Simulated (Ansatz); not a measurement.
# C2H10N2Si: the cost of one run

All numbers below are computed with Ansatz 0.2.0 (RKS PBE/STO-3G).

### 1 The structure to begin with

Bond lengths: Si1–N2 1.820 Å, N2–C3 1.470 Å, C3–H4 1.110 Å, C3–H5 1.110 Å, C3–H6 1.110 Å, N2–C7 1.470 Å, C7–H8 1.110 Å, C7–H9 1.110 Å, C7–H10 1.110 Å, Si1–H11 1.460 Å, Si1–N12 1.819 Å, N12–H13 1.060 Å, N12–H14 1.060 Å, Si1–H15 1.459 Å. Angles (14 of 24 angles, heavy atoms first): Si1–N2–C3 120.0°, Si1–N2–C7 120.0°, C3–N2–C7 120.0°, N2–Si1–N12 109.5°, N2–Si1–H11 109.5°, N2–Si1–H15 109.5°, H11–Si1–N12 109.5°, N12–Si1–H15 109.5°, N2–C3–H4 109.5°, N2–C3–H5 109.5°, N2–C3–H6 109.5°, N2–C7–H8 109.5°, N2–C7–H9 109.5°, N2–C7–H10 109.5°.

Structure file:

```xyz
15

Si    0.0000    0.0000    0.0000
N     0.0000    0.0000    1.8200
C    -1.2162   -0.3762    2.5550
H    -1.8642   -0.9999    1.9045
H    -0.9378   -0.9533    3.4614
H    -1.7663    0.5401    2.8549
C     1.2162    0.3762    2.5550
H     1.4641   -0.4163    3.2916
H     2.0585    0.4943    1.8418
H     1.0457    1.3351    3.0874
H     1.3768    0.0000   -0.4862
N    -0.8572    1.4851   -0.6061
H    -1.8773    1.4300   -0.8888
H    -0.3367    2.4058   -0.6766
H    -0.6877   -1.1914   -0.4862
```

### 2 Preparing the start

Input file input.yaml:

```yaml
crystal:
  periodic: [false, false, false]
  atoms:
    - { symbol: Si, position_ang: [0.0, 0.0, 0.0] }
    - { symbol: "N", position_ang: [0.0, 0.0, 1.82] }
    - { symbol: C, position_ang: [-1.2162, -0.3762, 2.555] }
    - { symbol: H, position_ang: [-1.8642, -0.9999, 1.9045] }
    - { symbol: H, position_ang: [-0.9378, -0.9533, 3.4614] }
    - { symbol: H, position_ang: [-1.7663, 0.5401, 2.8549] }
    - { symbol: C, position_ang: [1.2162, 0.3762, 2.555] }
    - { symbol: H, position_ang: [1.4641, -0.4163, 3.2916] }
    - { symbol: H, position_ang: [2.0585, 0.4943, 1.8418] }
    - { symbol: H, position_ang: [1.0457, 1.3351, 3.0874] }
    - { symbol: H, position_ang: [1.3768, 0.0, -0.4862] }
    - { symbol: "N", position_ang: [-0.8572, 1.4851, -0.6061] }
    - { symbol: H, position_ang: [-1.8773, 1.43, -0.8888] }
    - { symbol: H, position_ang: [-0.3367, 2.4058, -0.6766] }
    - { symbol: H, position_ang: [-0.6877, -1.1914, -0.4862] }
basis:
  gaussian: { orbitals: STO-3G }
hamiltonian:
  xc: pbe
relax:
  f_tol: 0.02
  max_steps: 40
```

Command:

```sh
$ ansatz run input.yaml --threads 1 --pin off --max-ram 2048MiB --backend cpu --events-out ev --progress --plain --runs-dir out
```

Q: Estimate wall time and peak memory on 1 thread of Arm Neoverse V2, shared host.

About 32 s, with a peak of 0.13 GiB.
